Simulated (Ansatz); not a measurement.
# CH6O3Si: the cost of one run

Method: RKS BLYP-D4/STO-3G, in Ansatz 0.2.0.

### 1 The starting structure

Bond lengths: Si1–H2 1.460 Å, Si1–O3 1.680 Å, O3–H4 1.010 Å, Si1–O5 1.679 Å, O5–C6 1.420 Å, C6–H7 1.110 Å, C6–H8 1.110 Å, C6–H9 1.110 Å, Si1–O10 1.679 Å, O10–H11 1.010 Å. Angles (14 of 15 angles, heavy atoms first): O3–Si1–O5 109.5°, O3–Si1–O10 109.5°, O5–Si1–O10 109.5°, Si1–O5–C6 125.0°, H2–Si1–O3 109.4°, H2–Si1–O5 109.5°, H2–Si1–O10 109.5°, Si1–O3–H4 109.5°, O5–C6–H7 109.5°, O5–C6–H8 109.5°, O5–C6–H9 109.5°, Si1–O10–H11 109.5°, H7–C6–H8 109.4°, H7–C6–H9 109.4°.

Structure file:

```xyz
11

Si    0.0000    0.0000    0.0000
H     0.0000    0.0000    1.4600
O     1.5842    0.0000   -0.5594
H     1.9006   -0.9521   -0.6761
O    -0.7913    1.3709   -0.5594
C    -2.1512    1.4177   -0.9653
H    -2.7687    0.8215   -0.2614
H    -2.5023    2.4707   -0.9639
H    -2.2473    0.9975   -1.9882
O    -0.7913   -1.3709   -0.5594
H    -1.2459   -1.8365    0.2129
```

### 2 Preparing the start

input.yaml reads:

```yaml
crystal:
  periodic: [false, false, false]
  atoms:
    - { symbol: Si, position_ang: [0.0, 0.0, 0.0] }
    - { symbol: H, position_ang: [0.0, 0.0, 1.46] }
    - { symbol: O, position_ang: [1.5842, 0.0, -0.5594] }
    - { symbol: H, position_ang: [1.9006, -0.9521, -0.6761] }
    - { symbol: O, position_ang: [-0.7913, 1.3709, -0.5594] }
    - { symbol: C, position_ang: [-2.1512, 1.4177, -0.9653] }
    - { symbol: H, position_ang: [-2.7687, 0.8215, -0.2614] }
    - { symbol: H, position_ang: [-2.5023, 2.4707, -0.9639] }
    - { symbol: H, position_ang: [-2.2473, 0.9975, -1.9882] }
    - { symbol: O, position_ang: [-0.7913, -1.3709, -0.5594] }
    - { symbol: H, position_ang: [-1.2459, -1.8365, 0.2129] }
basis:
  gaussian: { orbitals: STO-3G }
hamiltonian:
  xc: blyp
  dispersion: d4
relax:
  f_tol: 0.02
  max_steps: 40
```

On the command line:

```
$ ansatz run input.yaml --threads 1 --pin off --max-ram 2048MiB --backend cpu --events-out ev --progress --plain --runs-dir out
```

Q: Estimate wall time and peak memory on 1 thread of AMD EPYC 7R43 (Zen 3), shared host.

About 52 s, with a peak of 0.14 GiB.
